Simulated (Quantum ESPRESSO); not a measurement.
Sn3Se: equation of state with PBEsol

The system is Sn3Se.

```
Sn Se
1.0
     4.74188    0.00000    0.00000
     0.00000    4.74188    0.00000
     0.00000    0.00000    4.74188
Sn Se
3 1
Direct
  0.50000 0.50000 0.00000
  0.50000 0.00000 0.50000
  0.00000 0.50000 0.50000
  0.00000 0.00000 0.00000
```

The cell comes from a database or a generator and needn't be the stable form of this composition.

```json
{
  "Program": "Quantum ESPRESSO 7.5",
  "Task": "equation of state",
  "Functional": "PBEsol",
  "Potentials or basis": "GBRV 1.5 PBEsol",
  "Cutoff": "925 eV",
  "Density cutoff": "7401 eV",
  "k mesh": "6 × 6 × 6",
  "Occupations": "fermi-dirac, width 0.05 eV",
  "Spin": "no spin polarisation"
}
```

```json
{
 "Equilibrium volume": "25.24 Å³/atom",
 "Bulk modulus": "55 GPa",
 "Pressure derivative of the bulk modulus": "4.3"
}
```

Energy against volume, from the lowest point:
```tsv
volume (Å³/atom)	energy (meV/atom)
25.056	0.00
25.590	0.57
26.123	4.74
26.656	12.11
27.189	22.38
27.722	35.23
28.255	50.37
```

All runs of the series together: 6.9 min on 2 threads of Arm Neoverse V2, with other jobs on the host.
